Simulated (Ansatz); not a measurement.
# Molecular dynamics of Na7Cl8

Input:

```yaml
accuracy: low
crystal:
  lattice:
    - [0.0, 5.903147, 5.903147]
    - [5.903147, 0.0, 5.903147]
    - [5.903147, 5.903147, 0.0]
  atoms:
    - { symbol: Na, position: [0.0, 0.0, 0.0] }
    - { symbol: Cl, position: [0.25, 0.25, 0.25] }
    - { symbol: Cl, position: [0.25, 0.25, 0.75] }
    - { symbol: Na, position: [0.0, 0.5, 0.0] }
    - { symbol: Cl, position: [0.25, 0.75, 0.25] }
    - { symbol: Na, position: [0.0, 0.5, 0.5] }
    - { symbol: Cl, position: [0.25, 0.75, 0.75] }
    - { symbol: Na, position: [0.5, 0.0, 0.0] }
    - { symbol: Cl, position: [0.75, 0.25, 0.25] }
    - { symbol: Na, position: [0.5, 0.0, 0.5] }
    - { symbol: Cl, position: [0.75, 0.25, 0.75] }
    - { symbol: Na, position: [0.5, 0.5, 0.0] }
    - { symbol: Cl, position: [0.75, 0.75, 0.25] }
    - { symbol: Na, position: [0.5, 0.5, 0.5] }
    - { symbol: Cl, position: [0.75, 0.75, 0.75] }
basis:
  ecutwfc: 420.0
kpoints:
  mp_grid: { grid: [2, 2, 2] }
hamiltonian:
  xc: pbe
scf:
  occupations: { method: fermi_dirac, width: 0.05 }
  lower_state_search: "off"
  convergence: { dr2_threshold: 0.1 }
  max_iter: 91
md:
  timestep: 2
  n_steps: 200
  ensemble: nve
  temperature: 1800.0
  initial_velocities: maxwell_boltzmann
  seed: 659252
```

Run as:

```bash
$ ansatz run input.yaml --threads 2 --pin off --max-ram 5120MiB --backend cpu --events-out ev --progress --plain --runs-dir out
```

It starts from an unrelaxed structure (largest force component 0.26 eV/Å).

Output, in part (warnings, step lines):

```
WARN: F and its Harris–Foulkes estimate disagree by 1.26e-2 eV at the final density (on a DFT+U run the figure also counts the on-site term, by absolute value) — the energy may not be reliable. Consider tightening scf.convergence.
WARN: F and its Harris–Foulkes estimate disagree by 1.79e-2 eV at the final density (on a DFT+U run the figure also counts the on-site term, by absolute value) — the energy may not be reliable. Consider tightening scf.convergence.
WARN: F and its Harris–Foulkes estimate disagree by 1.92e-2 eV at the final density (on a DFT+U run the figure also counts the on-site term, by absolute value) — the energy may not be reliable. Consider tightening scf.convergence.
WARN: F and its Harris–Foulkes estimate disagree by 1.11e-2 eV at the final density (on a DFT+U run the figure also counts the on-site term, by absolute value) — the energy may not be reliable. Consider tightening scf.convergence.
WARN: F and its Harris–Foulkes estimate disagree by 6.58e-2 eV at the final density (on a DFT+U run the figure also counts the on-site term, by absolute value) — the energy may not be reliable. Consider tightening scf.convergence.
WARN: F and its Harris–Foulkes estimate disagree by 4.36e-2 eV at the final density (on a DFT+U run the figure also counts the on-site term, by absolute value) — the energy may not be reliable. Consider tightening scf.convergence.
md step     0: t =     0.00 fs  T =  1800.0 K  F+E_penalty+E_count = -19064.86638572 eV  E_kin = 3.257352 eV  conserved = -19061.60903375 eV  (6 SCF iters)
md step     1: t =     2.00 fs  T =  1802.5 K  F+E_penalty+E_count = -19064.86779564 eV  E_kin = 3.261814 eV  conserved = -19061.60598181 eV  (2 SCF iters)
md step     2: t =     4.00 fs  T =  1799.7 K  F+E_penalty+E_count = -19064.85751807 eV  E_kin = 3.256838 eV  conserved = -19061.60068004 eV  (2 SCF iters)
md step     3: t =     6.00 fs  T =  1792.6 K  F+E_penalty+E_count = -19064.84086486 eV  E_kin = 3.243969 eV  conserved = -19061.59689581 eV  (2 SCF iters)
md step     4: t =     8.00 fs  T =  1780.1 K  F+E_penalty+E_count = -19064.81474924 eV  E_kin = 3.221276 eV  conserved = -19061.59347328 eV  (2 SCF iters)
md step     5: t =    10.00 fs  T =  1761.0 K  F+E_penalty+E_count = -19064.77750505 eV  E_kin = 3.186752 eV  conserved = -19061.59075267 eV  (2 SCF iters)
md step     6: t =    12.00 fs  T =  1735.3 K  F+E_penalty+E_count = -19064.73588254 eV  E_kin = 3.140258 eV  conserved = -19061.59562436 eV  (2 SCF iters)
md step     7: t =    14.00 fs  T =  1698.5 K  F+E_penalty+E_count = -19064.64235483 eV  E_kin = 3.073653 eV  conserved = -19061.56870186 eV  (2 SCF iters)
[... lines left out ...]
md step   198: t =   396.00 fs  T =   867.1 K  F+E_penalty+E_count = -19063.14193869 eV  E_kin = 1.569136 eV  conserved = -19061.57280232 eV  (2 SCF iters)
md step   199: t =   398.00 fs  T =   892.2 K  F+E_penalty+E_count = -19063.19108615 eV  E_kin = 1.614517 eV  conserved = -19061.57656870 eV  (3 SCF iters)
md step   200: t =   400.00 fs  T =   917.2 K  F+E_penalty+E_count = -19063.23394492 eV  E_kin = 1.659864 eV  conserved = -19061.57408055 eV  (2 SCF iters)
```

The steps, from the saved trajectory:

| time (fs) | T (K) | potential energy less start (eV) | conserved less start (meV/atom) |
| --- | --- | --- | --- |
| 0 | 1800 | 0.000 | 0.00 |
| 12 | 1735 | 0.131 | 0.89 |
| 24 | 1404 | 0.724 | 0.43 |
| 36 | 999 | 1.449 | 0.04 |
| 48 | 916 | 1.616 | 1.03 |
| 60 | 926 | 1.586 | 0.31 |
| 72 | 889 | 1.685 | 2.42 |
| 84 | 820 | 1.823 | 3.28 |
| 96 | 738 | 1.944 | 1.43 |
| 108 | 636 | 2.149 | 2.79 |
| 120 | 653 | 2.084 | 0.60 |
| 132 | 841 | 1.761 | 1.68 |
| 144 | 958 | 1.565 | 2.70 |
| 156 | 888 | 1.661 | 0.71 |
| 168 | 771 | 1.883 | 1.36 |
| 180 | 723 | 1.972 | 1.51 |
| 192 | 731 | 1.961 | 1.79 |
| 204 | 860 | 1.741 | 2.72 |
| 216 | 994 | 1.523 | 4.23 |
| 228 | 1028 | 1.416 | 1.25 |
| 240 | 1013 | 1.443 | 1.28 |
| 252 | 987 | 1.513 | 2.79 |
| 264 | 936 | 1.635 | 4.81 |
| 276 | 850 | 1.742 | 1.47 |
| 288 | 782 | 1.866 | 1.51 |
| 300 | 762 | 1.918 | 2.62 |
| 312 | 781 | 1.864 | 1.31 |
| 324 | 805 | 1.843 | 2.84 |
| 336 | 823 | 1.797 | 1.98 |
| 348 | 867 | 1.749 | 3.99 |
| 360 | 937 | 1.624 | 4.21 |
| 372 | 942 | 1.585 | 2.18 |
| 384 | 841 | 1.781 | 3.06 |
| 396 | 867 | 1.724 | 2.42 |

The run went to its last step. The conserved energy wandered by up to 5.9 meV per atom (net 2.3 meV per atom), which is poor conservation. Over the second half the temperature averaged 0.49 of the 1800 K drawn at the start: a run that starts near a minimum puts about half its kinetic energy into the potential. A run of 0.4 ps of so small a system gives no equilibrium averages. The SCF threshold is loose, so the forces are noisy. Limits of this set-up: coarse k mesh, odd electron count without spin, a small cell, in which the defect meets its images, a typed lattice constant that wasn't relaxed here, low accuracy level.

Mean squared displacements from the first frame to the last, about the centre of mass: Na 0.55 Å², Cl 0.34 Å².

Last frame:

```xyz
15
Lattice="0.0000 5.9031 5.9031 5.9031 0.0000 5.9031 5.9031 5.9031 0.0000" Properties=species:S:1:pos:R:3
Na 0.358 0.330 0.056
Cl 2.599 2.722 2.908
Cl 5.400 5.837 2.721
Na 2.651 -0.009 2.843
Cl 5.930 3.156 6.433
Na 5.336 3.093 3.474
Cl 9.660 5.639 5.427
Na -0.307 3.035 3.503
Cl 3.034 5.853 5.897
Na 2.845 5.335 1.767
Cl 6.428 8.664 5.653
Na 3.224 3.027 5.980
Cl 6.299 6.103 9.177
Na 5.731 6.204 6.652
Cl 8.408 9.022 8.580
```

Run time: 7.8 min on 2 threads of Arm Neoverse V2, on a shared host, peak memory 0.9 GiB.
